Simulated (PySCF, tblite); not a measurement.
# C4H9OSSi radical: geometry, infrared bands and EPR parameters

Wanted: the infrared bands and EPR parameters of C4H9OSSi radical (`[CH2][C@@H]1C[SiH2]C[S@@]1=O`), by calculation.

Computed with tblite 0.8.0 and PySCF 2.14.0, with density-fitted response routines of our own, on a single molecule in the gas phase. Atoms are numbered from 0 throughout.

### 1 The starting structure

16 atoms, charge 0, multiplicity 2; geometry from: force field or distance geometry start.

Bonds of the start (Å): C0–C1 1.48, C1–C2 1.54, C2–Si3 1.88, Si3–C4 1.85, C4–S5 1.84, S5–O6 1.50, S5–C1 1.86, C0–H7 1.09, C0–H8 1.08, C1–H9 1.08, C2–H10 1.09, C2–H11 1.10, Si3–H12 1.50, Si3–H13 1.48, C4–H14 1.09, C4–H15 1.09.

### 2 Optimising the geometry with GFN2-xTB

The job: settings as JSON, then the geometry in Å.

```
{"job": {"kind": "relax", "xc": "GFN2-xTB", "basis": "xTB"}, "charge": 0, "multiplicity": 2}
C     -2.393800     0.145500     0.205100
C     -0.987100     0.331500    -0.222700
C     -0.276900    -1.014900    -0.471800
Si     1.554900    -0.627000    -0.575700
C      1.610600     1.005000     0.298500
S     -0.032500     1.224200     1.096300
O     -0.031000     0.383300     2.337000
H     -2.637500    -0.104200     1.237300
H     -3.189600     0.142900    -0.531400
H     -0.954900     0.970400    -1.096100
H     -0.465100    -1.719100     0.344000
H     -0.651500    -1.478000    -1.397200
H      2.363000    -1.687400     0.102500
H      1.976400    -0.485500    -1.988900
H      2.383700     1.091500     1.059400
H      1.723500     1.830600    -0.407900
```

Launch:

```bash
$ OMP_NUM_THREADS=1 python probes_run.py task.json out
```

One launch serves the whole session: the jobs run in the order shown.

**Question.** This job is followed by: GFN2-xTB harmonic vibrations, gas phase; UKS B3LYP, pcH-1 on C H O S Si, non-relativistic, mean-field spin-orbit, GIAO. What will the session give for the following? strongest single infrared mode (GFN2-xTB); zero-point energy (GFN2-xTB); g(iso) (B3LYP); ⟨S²⟩; largest a(iso); potential on the surface of density 0.002 e/bohr³, 1st and 99th percentile.

**Answer**, as computed:

```
                                                                  quantity                  value
                                 strongest single infrared mode (GFN2-xTB)  2220 cm⁻¹, 355 km/mol
                                              zero-point energy (GFN2-xTB)          72.6 kcal/mol
                                                            g(iso) (B3LYP)                2.01099
                                                                      ⟨S²⟩     0.754 (exact 0.75)
                                                            largest a(iso)    1H on H14, 56.2 MHz
potential on the surface of density 0.002 e/bohr³, 1st and 99th percentile     -1.60 V and 1.16 V
```

**Reading.** Relaxing lowered the energy by 0.790 eV in 129 steps; the close pair that moved most is C1–S5, from 1.857 to 3.405 Å. The frame itself reshapes: C1···S5 goes from 1.86 to 3.41 Å. The lowest mode is slightly imaginary (3i cm⁻¹), a soft motion within the noise of the Hessian, so the minimum is not strictly shown. The strongest single mode, at 2220 cm⁻¹, moves mainly H13. GFN2-xTB is a fitted tight-binding method: band positions and strengths are rough. Its intensities can rank the bands wrongly. The structure rearranged or came apart on optimisation; the results belong to the end geometry, not to the formula as drawn. The largest spin populations lie on S5 (0.54 e), O6 (0.42 e). The isotropic g lies 8.7 ppt above the free-electron value. These values are for one conformer; the search (at its own cheap level) found 2 more, at 0.48, 3.77 kcal/mol, and measured spectra average over such forms.
